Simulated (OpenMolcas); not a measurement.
# Ag⁴⁺ among point charges: CASSCF and CASPT2 levels and susceptibility

Aim: the splitting of the states of Ag⁴⁺ in the field of 6 point charges, its lowest levels with spin-orbit coupling and its magnetic susceptibility.

Method: state-averaged CASSCF and CASPT2, spin-orbit coupling by RASSI with atomic mean-field integrals. Code: OpenMolcas 26.06.

## Step 1: Starting point

```
Species                           : Ag⁴⁺ (silver, Z = 47, 43 electrons)
Basis                             : ANO-RCC-VDZP [6s5p3d1f], 43 functions
Scalar Hamiltonian                : DKH2, point nucleus
Inactive shells                   : 1s 2s 2p 3s 3p 3d 4s 4p
Active space                      : 7 electrons in 5 orbitals (4d)
Some configurations of this space : 4d⁷
Orbitals                          : optimised for each spin and parity, averaged over all roots
```

Outer shells as boxes (Hund's rule):

4d7
```
4d [↑↓][↑↓][↑ ][↑ ][↑ ]
```

The ion sits among 6 point charges of -1.5 e arranged as a trigonal antiprism (D3d), 2.22 Å from the ion, with a polar angle of 50.9° against the regular 54.74°.

Each step is its own input file, run in one work folder so that later steps find the files of earlier ones. Labels, J, g values, rates, χT and fits are worked out afterwards by a script from the matrices that RASSI stores. The input lists half of the charges; inversion (Group=XYZ) makes the rest.

## Step 2: GATEWAY and SEWARD: basis and integrals

a.inp

```
&GATEWAY
Coord
1

Ag 0.0 0.0 0.0
Basis=ANO-RCC-VDZP
Group=XYZ
NoMove
AngMom=0.0 0.0 0.0
AMFI
XField
3 Angstrom 0
0.000000 1.722924 1.399976 -1.500000
1.492096 -0.861462 1.399976 -1.500000
1.492096 0.861462 -1.399976 -1.500000
&SEWARD
```

## Step 3: CASSCF: quartets of even parity, 10 roots

a.inp

```
&RASSCF
FileOrb=start.orb
Symmetry=1
Spin=4
nActEl=7 0 0
Inactive=9 9
Ras2=5 0
CIRoot=10 10 1
SDav=10
CIMx=300
Iter=120 100
PrWF=0.3
OrbListing=Nothing
MaxOrb=0
>>> COPY $Project.JobIph JOB001
```

start.orb holds the contracted functions of the basis, ordered by shell, or the orbitals of the step before.

## Step 4: Reference wave functions, doublets of even parity, 40 roots

a.inp

```
&RASSCF
FileOrb=start.orb
Symmetry=1
Spin=2
nActEl=7 0 0
Inactive=9 9
Ras2=5 0
CIRoot=40 40 1
SDav=40
CIMx=300
Iter=120 100
PrWF=0.3
OrbListing=Nothing
MaxOrb=0
>>> COPY $Project.JobIph JOB002
```

## Step 5: State interaction with spin-orbit coupling

a.inp

```
&RASSI
NrOfJobIphs=2 10 40
1 2 3 4 5 6 7 8 9 10
1 2 3 4 5 6 7 8 9 10 11 12 13 14 15 16 17 18 19 20 21 22 23 24 25 26 27
28 29 30 31 32 33 34 35 36 37 38 39 40
IphNames
JOB001
JOB002
EJob
SpinOrbit
DIPRint=1.0
SOCoupling=1000.0
Subsets=2
Property=9
'ANGMOM' 1 'ANGMOM' 2 'ANGMOM' 3 'MLTPL  1' 1 'MLTPL  1' 2 'MLTPL  1' 3
'AMFI' 1 'AMFI' 2 'AMFI' 3
SOProperty=3
'ANGMOM' 1 'ANGMOM' 2 'ANGMOM' 3
```

## Step 6: CASPT2: IPEA 0.25, imaginary shift 0.1 (closed shells correlated: 4s 4p)

a.inp

```
>>> COPY JOB001 $Project.JobIph
&CASPT2
Multistate=10 1 2 3 4 5 6 7 8 9 10
NoMult
Frozen=8 6
IPEA=0.25
Imaginary=0.1
MaxIter=60
WThr=0.0 0.3 0.05
PrWF=0.5
NoMix
>>> COPY JOB002 $Project.JobIph
&CASPT2
Multistate=40 1 2 3 4 5 6 7 8 9 10 11 12 13 14 15 16 17 18 19 20 21 22
23 24 25 26 27 28 29 30 31 32 33 34 35 36 37 38 39 40
NoMult
Frozen=8 6
IPEA=0.25
Imaginary=0.1
MaxIter=60
WThr=0.0 0.3 0.05
PrWF=0.5
NoMix
```

(Steps that only read results are left out.)

**Question.** What will these runs give? Wanted: spin-free ground state; first state of the same spin within the active space; lowest level; next level.

**Answer**, as computed:

| quantity | value |
| --- | --- |
| method | SS-CASPT2, IPEA 0.25, imaginary shift 0.1 (closed shells correlated: 4s 4p) |
| spin-free ground state | 4A2, 1-fold in its orbital part |
| first state of the same spin within the active space | 4E at 184 cm⁻¹ |
| lowest level | 2-fold E1/2, g = 3.83, 3.83, 6.76 |
| next level | 433.0 cm⁻¹ |
| χT at 300 K | 4.39 cm³ K/mol |
| effective moment at 300 K | 5.92 μB |

Cost by method:

```
                                              method  time of its own steps  time with the reference
                                           A. CASSCF                   18 s                     18 s
B. SS-CASPT2, IPEA 0.25, imaginary shift 0.1, +4s 4p                  3.8 s                     22 s
```

Times are of one thread on a shared host.

**Reading.** The spin-free ground state (4A2) comes to 98 % from free-ion F terms and keeps the highest spin of the shell. χT at 300 K is 4.39, against 1.88 cm³ K/mol for the spin alone, so orbital moment adds to it. An active space of the d shell alone favours high spin; real ions in strong fields can be low spin. CASPT2 does not keep the components of a term degenerate, and the means are used. The field of point charges can differ much from that of real complexes. With metal d orbitals alone active, the gaps between spin states are rough; where two lie within a few thousand cm-1, their order is open. Point charges carry no covalency, so the field is a model and not that of real ligands.
